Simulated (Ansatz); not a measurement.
# AlF2HS (SMILES [F][Al]([F])[SH]): functionals against CCSD(T) at one geometry

How do the functionals fare away from a minimum? The structure is a structure displaced at random from a GFN2-xTB minimum.

Program: Ansatz 0.2.0, Gaussian basis. Level of theory: single points in def2-TZVPP. These are calculated values, not measurements.

Cores are frozen in the correlated methods.

### Step 1. The system as given

SMILES `[F][Al]([F])[SH]`, 5 atoms, charge 0, spin multiplicity 1.

Atoms are counted from 1 here; the program's logs count them from 0.

Bond lengths: F1–Al2 1.638 Å, Al2–F3 1.587 Å, Al2–S4 2.197 Å, S4–H5 1.474 Å. Angles: F1–Al2–F3 113.7°, F1–Al2–S4 124.2°, F3–Al2–S4 122.1°, Al2–S4–H5 91.0°.

Coordinates:

```mol
AlF2HS
  3D, bonds by distance, orders not assigned

  5  4  0  0  0  0  0  0  0  0999 V2000
    0.8095    0.0919    1.8190 F   0  0
    0.2308   -0.4203    0.3746 Al  0  0
    1.0304   -1.6491   -0.2325 F   0  0
   -1.4563    0.5118   -0.6800 S   0  0
   -0.5381    1.3891   -1.4278 H   0  0
  1  2  8  0
  2  3  8  0
  2  4  8  0
  4  5  8  0
M  END
```

### Step 2. CCSD(T)/def2-TZVPP

File run/in.yaml:

```yaml
crystal:
  periodic: [false, false, false]
  atoms:
    - {symbol: F, position_ang: [0.809500, 0.091900, 1.819000]}
    - {symbol: Al, position_ang: [0.230800, -0.420300, 0.374600]}
    - {symbol: F, position_ang: [1.030400, -1.649100, -0.232500]}
    - {symbol: S, position_ang: [-1.456300, 0.511800, -0.680000]}
    - {symbol: H, position_ang: [-0.538100, 1.389100, -1.427800]}
basis:
  gaussian: {orbitals: def2-TZVPP}
correlation: {method: ccsd_t}
output: {forces: true}
```

The command line of these runs was not kept.

### Step 3. PBE0-D4/def2-TZVPP

Edit run/in.yaml of step 2 so:

```diff
@@ -10,3 +10,3 @@
   gaussian: {orbitals: def2-TZVPP}
-correlation: {method: ccsd_t}
-output: {forces: true}
+hamiltonian: {xc: pbe0, dispersion: d4}
+output: {forces: true, orbitals: {seedname: orbitals}}
```

### Step 4. wB97M-V/def2-TZVPP

Edit run/in.yaml of step 3 so:

```diff
@@ -10,3 +10,3 @@
   gaussian: {orbitals: def2-TZVPP}
-hamiltonian: {xc: pbe0, dispersion: d4}
-output: {forces: true, orbitals: {seedname: orbitals}}
+hamiltonian: {xc: {name: wB97M-V}}
+output: {forces: true}
```

### Step 5. r2SCAN-D4/def2-TZVPP

Edit run/in.yaml of step 4 so:

```diff
@@ -10,3 +10,3 @@
   gaussian: {orbitals: def2-TZVPP}
-hamiltonian: {xc: {name: wB97M-V}}
+hamiltonian: {xc: r2scan, dispersion: d4}
 output: {forces: true}
```

### Step 6. PBE-D4/def2-TZVPP

Edit run/in.yaml of step 5 so:

```diff
@@ -10,3 +10,3 @@
   gaussian: {orbitals: def2-TZVPP}
-hamiltonian: {xc: r2scan, dispersion: d4}
+hamiltonian: {xc: pbe, dispersion: d4}
 output: {forces: true}
```

### Step 7. wB97X-V/def2-TZVPP

Edit run/in.yaml of step 6 so:

```diff
@@ -10,3 +10,3 @@
   gaussian: {orbitals: def2-TZVPP}
-hamiltonian: {xc: pbe, dispersion: d4}
+hamiltonian: {xc: {name: wB97X-V}}
 output: {forces: true}
```

### Step 8. CAM-B3LYP-D4/def2-TZVPP

Edit run/in.yaml of step 7 so:

```diff
@@ -10,3 +10,3 @@
   gaussian: {orbitals: def2-TZVPP}
-hamiltonian: {xc: {name: wB97X-V}}
+hamiltonian: {xc: {name: CAM-B3LYP}, dispersion: d4}
 output: {forces: true}
```

(Steps that only read results are left out.)

**Question.** What will these runs give? Wanted: energy less free atoms, CCSD(T)/def2-TZVPP; RMS force component; RMS force error; HOMO and LUMO, PBE0-D4; T1 diagnostic.

The runs gave:

| quantity | value |
| --- | --- |
| energy less free atoms, CCSD(T)/def2-TZVPP | -430.2 kcal/mol |
| RMS force component | 1.085 to 1.160 eV/Å over the methods |
| RMS force error | PBE0-D4 0.060, wB97M-V 0.060, r2SCAN-D4 0.045, PBE-D4 0.226, wB97X-V 0.092, CAM-B3LYP-D4 0.096 eV/Å |
| HOMO and LUMO, PBE0-D4 | -8.06 and -1.43 eV |
| T1 diagnostic | 0.012 |

Against CCSD(T) the functionals' energies less atoms differ by -15.3 to -3.2 kcal/mol, PBE-D4 by -15.3 kcal/mol. CCSD(T) in triple zeta still lacks some correlation energy of the bonds, so part of these gaps is its own basis error and they don't rank the functionals. For forces r2SCAN-D4 does best and PBE-D4 worst. Frozen-core CCSD(T) forces in triple zeta carry basis errors of their own, and this is one geometry, so small gaps rank nothing.
